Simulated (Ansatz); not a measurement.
Ti3In, space group Pm-3m, an equation of state with a fit

Computed with Ansatz 0.2.0 through its Python package.

Run as a notebook:

**Cell 1**
```python
import ansatz as az
import numpy as np
from scipy.optimize import curve_fit
```

**Cell 2**
```python
vectors0 = np.array([
    [4.156228, 0.0, 0.0],
    [0.0, 4.156228, 0.0],
    [0.0, 0.0, 4.156228],
])
sites = [
    ("Ti", (0.0, 0.5, 0.5)),
    ("Ti", (0.5, 0.0, 0.5)),
    ("Ti", (0.5, 0.5, 0.0)),
    ("In", (0.0, 0.0, 0.0)),
]


def on_lattice(cell):
    crystal = az.Crystal(lattice=az.Lattice.of(cell))
    for symbol, position in sites:
        crystal = crystal.atom(symbol, position)
    return crystal
```

**Cell 3**
```python
def vinet(v, e0, v0, b0, b1):
    eta = (v / v0) ** (1 / 3)
    return e0 + 2 * b0 * v0 / (b1 - 1) ** 2 * (2 - (5 + 3 * b1 * (eta - 1) - 3 * eta) * np.exp(-1.5 * (b1 - 1) * (eta - 1)))
```

**Cell 4**
```python
volumes, energies = [], []
for scale in np.linspace(0.9, 1.1, 9):
    cell = vectors0 * scale ** (1 / 3)
    calculation = (
        on_lattice(cell).calculation()
        .functional(az.Functional.PBESOL)
        .basis(470)
        .occupations("Fermi-Dirac")
        .kpoints(6, 6, 6)
    )
    data = calculation.run(threads=1, pin="off").report
    volumes.append(abs(np.linalg.det(cell)) / len(sites))
    energies.append(data["free_energy_ev"] / len(sites))
    print(f"V = {volumes[-1]:8.4f} A^3/atom  F = {energies[-1]:.5f} eV/atom")
```
Output:
```text
V =  16.1540 A^3/atom  F = -3236.92281 eV/atom
V =  16.6027 A^3/atom  F = -3236.94486 eV/atom
V =  17.0515 A^3/atom  F = -3236.95638 eV/atom
V =  17.5002 A^3/atom  F = -3236.95866 eV/atom
V =  17.9489 A^3/atom  F = -3236.95282 eV/atom
V =  18.3976 A^3/atom  F = -3236.93984 eV/atom
V =  18.8464 A^3/atom  F = -3236.92059 eV/atom
V =  19.2951 A^3/atom  F = -3236.89583 eV/atom
V =  19.7438 A^3/atom  F = -3236.86626 eV/atom
```

**Cell 5**
```python
guess = (min(energies), volumes[int(np.argmin(energies))], 0.5, 4.5)
(e0, v0, b0, b1), _ = curve_fit(vinet, np.array(volumes), np.array(energies), p0=guess, maxfev=20000)
print(f"Vinet fit: V0 = {v0:.4f} A^3/atom, B0 = {160.21766 * b0:.1f} GPa, B1 = {b1:.2f}")
print("largest residual", round(1000 * float(np.abs(vinet(np.array(volumes), e0, v0, b0, b1) - energies).max()), 3), "meV/atom")
```
Output:
```text
Vinet fit: V0 = 17.3938 A^3/atom, B0 = 115.8 GPa, B1 = 4.00
largest residual 0.004 meV/atom
```

A third-order Birch-Murnaghan fit through the 9 points (the script's own form differs a little) has its minimum at 17.39 Å³ an atom, 3.1 % below the typed cell, with a bulk modulus of 116 GPa and dB/dP = 4.0. From that minimum the energy rises by 36.1 meV an atom on the compressed side and 92.6 meV on the expanded side.

Absolute energies stand on the zero of these potentials, so only differences at equal settings mean something. For a metal this k-point mesh is coarse: on a finer one energies can move by several to tens of meV an atom and pressures by half a GPa or more, differences at one mesh by less. This cell is a computed structure, which may not be the phase found in nature. The whole script took 21 s on 1 thread of Arm Neoverse V2 (shared host), peak memory 0.47 GiB.

(Lines on the test bed's own set-up are left out of the output.)
